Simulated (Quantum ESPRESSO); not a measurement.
An input for Quantum ESPRESSO 7.5 (La):

The input pw.in:

```
&CONTROL
  calculation = 'scf'
  prefix = 'pwscf'
  outdir = './tmp'
  pseudo_dir = './pseudo'
  tprnfor = .true.
  tstress = .true.
  disk_io = 'low'
/
&SYSTEM
  ibrav = 0
  nat = 2
  ntyp = 1
  ecutwfc = 45
  ecutrho = 360
  nbnd = 21
  occupations = 'smearing'
  smearing = 'mv'
  degauss = 0.01999163
/
&ELECTRONS
  conv_thr = 4d-10
  electron_maxstep = 120
  mixing_beta = 0.3
/
ATOMIC_SPECIES
La   138.9055 la_pbe_v1.uspp.F.UPF
CELL_PARAMETERS angstrom
   3.7500000000    0.0000000000    0.0000000000
  -1.8750000000    3.2475952642    0.0000000000
   0.0000000000    0.0000000000    6.0700000000
ATOMIC_POSITIONS crystal
La     0.6666666667    0.3333333333    0.7500000000
La     0.3333333333    0.6666666667    0.2500000000
K_POINTS automatic
6 6 4 0 0 0
HUBBARD {ortho-atomic}
U La-4f 0.0001
```

Potentials or basis: GBRV 1.5 PBE.

Run with:

```console
$ OMP_NUM_THREADS=1 pw.x -in pw.in > pw.out
```

Question: How does this run end?

Answer: The run stopped without a result. It printed:

pw.out:

```text
This program is part of the open-source Quantum ESPRESSO suite
     for quantum simulation of materials; please cite
         "P. Giannozzi et al., J. Phys.:Condens. Matter 21 395502 (2009);
         "P. Giannozzi et al., J. Phys.:Condens. Matter 29 465901 (2017);
         "P. Giannozzi et al., J. Chem. Phys. 152 154105 (2020);
     in publications or presentations arising from this work. More details at

     Message from routine setup:
     using ibrav=0 with symmetry is DISCOURAGED, use correct ibrav instead

 %%%%%%%%%%%%%%%%%%%%%%%%%%%%%%%%%%%%%%%%%%%%%%%%%%%%%%%%%%%%%%%%%%%%%%%%%%%%%%
     Error in routine offset_atom_wfc (1):
     Hubbard manifold with zero occupations is not allowed
 %%%%%%%%%%%%%%%%%%%%%%%%%%%%%%%%%%%%%%%%%%%%%%%%%%%%%%%%%%%%%%%%%%%%%%%%%%%%%%

     stopping ...
```
